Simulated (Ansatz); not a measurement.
# Mg3CdF8: the band gap up the ladder of functionals

One table from this session's results is given with a row withheld; the runs are named, their logs left out.

The runs shown are made with Ansatz 0.2.0. PAW datasets, plane waves. Spin-unpolarised throughout. Whether this structure exists isn't addressed.

### The system as given

The cell was relaxed beforehand with r2SCAN.

Space group Cmmm (No. 65), orthorhombic; a = 7.124 Å, b = 10.160 Å, c = 3.565 Å in the conventional setting, 10.75 Å³ an atom. Around Mg lie 8 F at 2.10–2.21 Å; around F lie 3 Mg at 2.14–2.17 Å and 1 Cd at 2.28 Å and 3 F at 2.46 Å; around Mg lie 8 F at 2.14–2.16 Å; around F lie 2 Mg at 2.10 Å and 2 Cd at 2.28 Å; around F lie 4 Mg at 2.16–2.21 Å and 6 F at 2.44–2.46 Å.

The structure in full:

```cif
data_structure
_symmetry_space_group_name_H-M 'Cmmm'
_symmetry_Int_Tables_number 65
_cell_length_a 7.1244
_cell_length_b 10.1599
_cell_length_c 3.5654
_cell_angle_alpha 90.000
_cell_angle_beta 90.000
_cell_angle_gamma 90.000
_cell_volume 258.08
loop_
_atom_site_label
_atom_site_type_symbol
_atom_site_symmetry_multiplicity
_atom_site_Wyckoff_symbol
_atom_site_fract_x
_atom_site_fract_y
_atom_site_fract_z
_atom_site_occupancy
Mg1 Mg 4 e 0.25000 0.25000 0.00000 1
F1 F 8 q 0.26229 0.87074 0.50000 1
Mg2 Mg 2 c 0.50000 0.00000 0.50000 1
F2 F 4 i 0.50000 0.63973 0.00000 1
F3 F 4 i 0.50000 0.87948 0.00000 1
Cd1 Cd 2 d 0.00000 0.00000 0.50000 1
```

Set-up of the first run:

Contents of input.yaml:

```yaml
crystal:
  lattice:
    - [3.5621955375, -5.0799741552, 0.0]
    - [3.5621955375, 5.0799741552, 0.0]
    - [0.0, 0.0, 3.5653880157]
  atoms:
    - { symbol: Mg, position: [0.0, 0.5, 0.0] }
    - { symbol: F, position: [0.3915460777, 0.1330330415, 0.5] }
    - { symbol: F, position: [0.1330330415, 0.3915460777, 0.5] }
    - { symbol: Mg, position: [0.5, 0.5, 0.5] }
    - { symbol: F, position: [0.8602686837, 0.1397313163, 0.0] }
    - { symbol: F, position: [0.6205171134, 0.3794828866, 0.0] }
    - { symbol: Cd, position: [0.0, 0.0, 0.5] }
    - { symbol: F, position: [0.3794828866, 0.6205171134, 0.0] }
    - { symbol: F, position: [0.1397313163, 0.8602686837, 0.0] }
    - { symbol: Mg, position: [0.5, 0.0, 0.0] }
    - { symbol: F, position: [0.8669669585, 0.6084539223, 0.5] }
    - { symbol: F, position: [0.6084539223, 0.8669669585, 0.5] }
kpoints:
  mp_grid: { grid: [4, 4, 8] }
  band_path:
    path:
      - [[0.0, 0.0, 0.0], [-0.5, 0.5, -4.419854562777e-34], [-0.3729284805623, 0.6270715194377, 4.468768350593e-19]]
      - [[0.3729284805623, 0.3729284805623, 1.311490567159e-18], [0.0, 0.0, 0.0], [-6.992658124399e-36, -1.301151739068e-35, 0.5], [0.3729284805623, 0.3729284805623, 0.5]]
      - [[-0.3729284805623, 0.6270715194377, 0.5], [-0.5, 0.5, 0.5], [-0.5, 0.5, -4.419854562777e-34]]
      - [[0.0, 0.0, 0.0], [3.829493107241e-17, 0.5, 8.791837011091e-19], [3.917232372157e-17, 0.5, 0.5], [-6.992658124399e-36, -1.301151739068e-35, 0.5], [-0.5, 0.5, 0.5]]
    npoints: 10
hamiltonian:
  xc: pbe
scf:
  occupations: { method: fermi_dirac, width: 0.02 }
  n_extra_bands: 7
output:
  forces: true
  stress: true
  eigenvalues: true
```

Steps of the session up to this table: PBE bands along the symmetry lines; Single point with r2SCAN; HSE06; PBE+SOC; Single point with PBE0.

One of the session's tables, all rows but one given; the rest of the session is left out.

| level | gap (eV) |
| --- | --- |
| PBE | 4.86 |
| r2SCAN | 5.60 |
| HSE06 | ? |
| PBE+SOC | 4.86 |
| PBE0 | 7.79 |

**Question.** Estimate the row for HSE06.

The run gave: gap (eV): 7.03. In the column «gap (eV)» it lies between r2SCAN (5.60) and PBE0 (7.79).

Meshes: PBE 4×4×8, r2SCAN 4×4×8, HSE06 4×4×4, PBE+SOC 4×4×8, PBE0 4×4×4

What this shows: The gap runs from 4.86 eV (PBE+SOC) to 7.79 eV (PBE0). PBE reaches 69 % of the HSE06 value, and r2SCAN 80 %. PBE0 lies 0.76 eV above HSE06, which differs from it by screening the long-range exchange.

Caveats from the session: Warnings in the runs' records: stress scf threshold loose, stress exchange threshold loose.
